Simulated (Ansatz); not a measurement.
# ClH₃HfO₃: from a rough start to a minimum

What shape does ClH₃HfO₃ take? The plan is to relax it, check the end point by its vibrations and derive ideal-gas thermochemistry, and look at its orbitals and charge.

Program: Ansatz 0.2.0, Gaussian basis. Level of theory: RKS PBE0-D4/def2-TZVP. These are calculated values, not measurements.

Levels to be run: relaxation at PBE0-D4/def2-TZVP; harmonic vibrations at the same level; a single point in def2-TZVPP for the fields.

### Step 1. Starting geometry

8 atoms, charge 0, spin multiplicity 1.

Atoms are counted from 1 here; the program's logs count them from 0.

Bond lengths: O1–Hf2 1.862 Å, O1–H6 0.963 Å, Hf2–O3 1.865 Å, Hf2–O4 1.861 Å, Hf2–Cl5 2.254 Å, O3–H7 0.966 Å, O4–H8 0.962 Å. Angles: Hf2–O1–H6 117.2°, O1–Hf2–O3 108.5°, O1–Hf2–O4 103.0°, O1–Hf2–Cl5 114.8°, O3–Hf2–O4 106.2°, O3–Hf2–Cl5 99.7°, O4–Hf2–Cl5 123.7°, Hf2–O3–H7 112.4°, Hf2–O4–H8 115.9°.

Coordinates:

```xyz
8
ClH3HfO3
O    -1.11532    1.31190    0.50034
Hf    0.04522    0.16206   -0.39220
O     1.41587   -0.31890    0.77689
O    -0.98807   -1.36608   -0.63796
Cl    1.26080    1.12562   -2.02715
H    -1.75688    0.91386    1.09776
H     2.26142    0.08417    0.53968
H    -1.12304   -1.91264    0.14264
```

The start is a GFN2-xTB geometry. Hf takes the def2 core potential; no spin-orbit term is included.

### Step 2. Geometry optimisation, PBE0-D4/def2-TZVP

File in.yaml:

```yaml
crystal:
  periodic: [false, false, false]
  atoms:
    - {symbol: O, position_ang: [-1.115320, 1.311900, 0.500340]}
    - {symbol: Hf, position_ang: [0.045220, 0.162060, -0.392200]}
    - {symbol: O, position_ang: [1.415870, -0.318900, 0.776890]}
    - {symbol: O, position_ang: [-0.988070, -1.366080, -0.637960]}
    - {symbol: Cl, position_ang: [1.260800, 1.125620, -2.027150]}
    - {symbol: H, position_ang: [-1.756880, 0.913860, 1.097760]}
    - {symbol: H, position_ang: [2.261420, 0.084170, 0.539680]}
    - {symbol: H, position_ang: [-1.123040, -1.912640, 0.142640]}
basis:
  gaussian: {orbitals: def2-TZVP}
hamiltonian: {xc: pbe0, dispersion: d4}
relax: {f_tol: 0.005, max_steps: 150}
```

On the command line:

```console
$ ansatz run in.yaml --threads 4 --pin off --events-out ev --progress --plain --max-ram 10444MiB
```

After this run come: Vibrations by finite differences; A single point for the fields.

**Question.** What will the summary of the whole plan be? Wanted: point group; shift from the start; total energy; dispersion term; dipole moment; lowest, highest wavenumber; zero-point energy; HOMO, LUMO.

As calculated:

| quantity | value |
| --- | --- |
| point group | C3 |
| steps | 12 |
| shift from the start (rms) | 0.605 Å |
| total energy | -20019.5194 eV |
| dispersion term | -138 meV |
| dipole moment | 3.72 D |
| lowest, highest wavenumber | 126, 4022 cm⁻¹ |
| zero-point energy | 99.5 kJ/mol |
| entropy at 298.15 K | 400.5 J/(mol K) |
| HOMO, LUMO | -8.62, -0.15 eV |

**Reading.** The relaxed geometry lies 0.60 Å (rms) from the start; the bond that changed most is Hf2–Cl5, from 2.254 to 2.378 Å. No mode is imaginary: a true minimum at this level. The stiffest mode, 4022 cm⁻¹, is an O–H stretch, and 6 modes under 200 cm⁻¹ make the vibrational entropy uncertain. Harmonic hybrid wavenumbers usually lie a few per cent above measured fundamentals. The largest Mulliken charge, +1.52 e, sits on Hf2. The HOMO lies mostly on Cl5 81 %; O3 9 % and the LUMO on O1, O3, O4 about 14 % each; H6, H7, H8 about 13 % each.
